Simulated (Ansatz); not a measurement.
# AlH3 (SMILES [H][Al]([H])[H]): CCSDTQ/3-21G

What is the electronic atomisation energy of AlH3 at CCSDTQ/3-21G? 

The calculation is run with Ansatz 0.2.0.

61 further runs of the same task are left out: 2 that didn't finish, 59 set aside as unsound or not needed.

### 1 The structure to begin with

AlH3: 4 atoms, total charge 0, spin state singlet. As SMILES, `[H][Al]([H])[H]`. Geometry: a GFN2-xTB relaxation, a rough one for these elements and not checked as a minimum.

Bond lengths: Al1–H2 1.553 Å, Al1–H3 1.553 Å, Al1–H4 1.553 Å. Angles: H2–Al1–H3 120.0°, H2–Al1–H4 120.0°, H3–Al1–H4 120.0°.

### 2 A single-point energy at CCSDTQ/3-21G

job.yaml

```yaml
crystal:
  periodic: [false, false, false]
  atoms:
    - {symbol: Al, position_ang: [-0.000010, -0.000020, 0.000020]}
    - {symbol: H, position_ang: [1.552650, -0.030520, 0.014610]}
    - {symbol: H, position_ang: [-0.749810, 1.359840, -0.019120]}
    - {symbol: H, position_ang: [-0.802830, -1.329300, 0.004480]}
basis:
  gaussian: {orbitals: 3-21G.json}
magnetization: {spin_polarized: false}
correlation: {method: ccsdtq, frozen_orbitals: {Al: 5, H: 0}}
accuracy: high
scf: {omitted_lower_state_checks: [cluster_reference, increment]}
```

The basis set 3-21G is read from a file made from the Basis Set Exchange's data (not shown).

The run is started by

```sh
$ ansatz run job.yaml --threads 1 --pin off --max-ram 2610MiB --events-out events.jsonl --progress --plain --runs-dir runs
```

Standard output:

```text
Warning: RAYON_NUM_THREADS=1 ignored (pool sized by the plan → 1); use --threads N
Functional definition: HF
  name "HF"
  exchange = exact_x
  correlation = 0
these checks for a lower state are left out or cut short: cluster_reference, increment
374 factors; integrals over basis functions are off by at most 2.8e-9 eV
mean field evaluation 1: about -6592.5885 eV, gradient 6.2e0 eV
mean field evaluation 2: about -6592.5904 eV, gradient 6.3e0 eV
mean field evaluation 4: about -6592.8361 eV, gradient 1.4e-1 eV
mean field evaluation 8: about -6592.8362 eV, gradient 9.3e-5 eV
mean field -6592.83624219 eV, -242.2822631156 hartree, gradient 6.1e-8 eV, S^2 0.000000; 0 other end points of the search recorded, 0 dependent functions left out
5 core orbitals not correlated: weight in the atoms' cores, before any rotation towards them, 1.000 or more for the frozen orbitals, at most 0.000 for the correlated occupied ones
reference -6592.83624219 eV, -242.2822631156 hartree; 3, 3 occupied and 11, 11 virtual orbitals, 374 factors
second order -1.12583727 eV of doubles, -0.00000000 eV of singles
cycle   1  -1.42393732 eV  change   -3.0e-1 eV  update   4.7e-2
cycle   2  -1.59396712 eV  change   -1.7e-1 eV  update   2.1e-2
cycle   3  -1.60060400 eV  change   -6.6e-3 eV  update   4.5e-3
cycle   4  -1.60191116 eV  change   -1.3e-3 eV  update   1.1e-3
cycle   5  -1.60206559 eV  change   -1.5e-4 eV  update   3.8e-4
cycle   6  -1.60207429 eV  change   -8.7e-6 eV  update   1.2e-4
cycle   7  -1.60211513 eV  change   -4.1e-5 eV  update   2.9e-5
cycle   8  -1.60210731 eV  change    7.8e-6 eV  update   8.1e-6
cycle   9  -1.60210192 eV  change    5.4e-6 eV  update   1.9e-6
cycle  10  -1.60210249 eV  change   -5.6e-7 eV  update   5.0e-7
cycle  11  -1.60210249 eV  change   -3.0e-9 eV  update   1.5e-7
cycle  12  -1.60210256 eV  change   -7.4e-8 eV  update   4.4e-8
cycle  13  -1.60210255 eV  change    1.0e-8 eV  update   1.6e-8
cycle  14  -1.60210255 eV  change    3.0e-9 eV  update   9.5e-9
cycle  15  -1.60210255 eV  change    2.1e-9 eV  update   3.6e-9
cycle  16  -1.60210255 eV  change   8.1e-10 eV  update   1.1e-9
cycle  17  -1.60210255 eV  change  -1.0e-10 eV  update  2.8e-10
Total energy: -6594.43834474 eV, -242.3411392982 hartree
Checks for a lower state left out: cluster_reference, increment
```

Run time: 0.83 s. Hardware: 1 thread of Arm Neoverse V2, shared host.

### 3 The Al atom

input.yaml

```yaml
crystal:
  periodic: [false, false, false]
  atoms:
    - {symbol: Al, position_ang: [0.000000, 0.000000, 0.000000]}
basis:
  gaussian: {orbitals: 3-21G.json}
magnetization: {spin_polarized: true, initial_magnetization: 1}
correlation: {method: ccsdtq, frozen_orbitals: {Al: 5}}
accuracy: high
scf: {omitted_lower_state_checks: [cluster_reference, increment]}
```

The basis set 3-21G is read from a file made from the Basis Set Exchange's data (not shown).

Run the same way, it converges to -240.58026 Eh (log not shown).

### 4 The H atom: the energy at UHF/3-21G

input.yaml

```yaml
crystal:
  periodic: [false, false, false]
  atoms:
    - {symbol: H, position_ang: [0.000000, 0.000000, 0.000000]}
basis:
  gaussian: {orbitals: 3-21G.json}
magnetization: {spin_polarized: true, initial_magnetization: 1}
hamiltonian: {xc: hf}
accuracy: high
```

The basis set 3-21G is read from a file made from the Basis Set Exchange's data (not shown).

Run the same way, it converges to -0.49620 Eh (log not shown).

### 5 What came out

At CCSDTQ/3-21G, 5 core orbitals frozen:

| quantity | value |
| --- | --- |
| molecule: total energy | -242.34114 Eh |
| molecule: correlation energy (5 core orbitals frozen) | -58.9 mEh |
| molecule: T1 diagnostic | 0.010 |
| Al atom: total energy | -240.58026 Eh |
| Al atom: correlation energy (5 core orbitals frozen) | -29.2 mEh |
| Al atom: ⟨S²⟩ of the reference determinant | 0.750 |
| Al atom: T1 diagnostic | 0.007 |
| H atom: total energy | -0.49620 Eh |
| H atom: ⟨S²⟩ | 0.750 |
| electronic atomisation energy | 7.409 eV |

Taking the molecule apart into free atoms costs 7.41 eV (715 kJ/mol), before zero-point energy and without spin-orbit coupling. The basis has no polarisation functions, which makes bonds too weak.
